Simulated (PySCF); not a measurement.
# C8H14P2Si: the cost of one run

Programs: PySCF 2.14.0, with routines of our own; each step states its level. All values are computed. Atoms count from 0.

## 1. The starting structure

25 atoms, charge 0, multiplicity 1; geometry from: GFN2-xTB.

## 2. Vibronic structure: TDA LC-wPBE/def2-SVP

The job: settings as JSON, then the geometry in Å.

```
{"job": {"kind": "vib", "xc": "LC-wPBE", "basis": "def2-SVP", "tda": true}, "charge": 0, "multiplicity": 1}
C      4.655126     0.172523    -0.103361
C      3.153590     0.109420    -0.016891
C      2.434437     0.059615    -1.187636
P      0.719621    -0.004959    -1.451413
C      0.047862     0.015848     0.164563
Si    -1.860675    -0.063556     0.208141
C     -2.518056     0.311744     1.957294
C     -2.366896    -1.817852    -0.345429
C     -2.521392     1.232364    -1.023067
C      0.774706     0.059942     1.329154
P      2.489964     0.115688     1.602142
H      5.039842    -0.625544    -0.737724
H      5.101785     0.082002     0.885666
H      4.968371     1.123724    -0.534977
H      3.012244     0.059528    -2.110448
H     -3.599594     0.399813     1.946103
H     -2.262762    -0.473462     2.661926
H     -2.119312     1.245816     2.340981
H     -1.913328    -2.062833    -1.301550
H     -2.047473    -2.568993     0.370874
H     -3.443029    -1.903312    -0.456785
H     -2.211298     0.996074    -2.036288
H     -3.605890     1.272960    -1.008371
H     -2.149771     2.225727    -0.789636
H      0.210993     0.061870     2.258578
```

Level: TDA LC-wPBE/def2-SVP vertical-gradient vibronic structure (displaced harmonic oscillators, Condon), gas phase.

Command:

```bash
$ OMP_NUM_THREADS=1 python excited_run.py task.json out
```

This one command runs all jobs of the session in turn.

**Question.** How long does this first job take on 1 thread of Arm Neoverse V1, shared host, and how much memory does it need?

About 3 min, with a peak of 1.7 GiB.
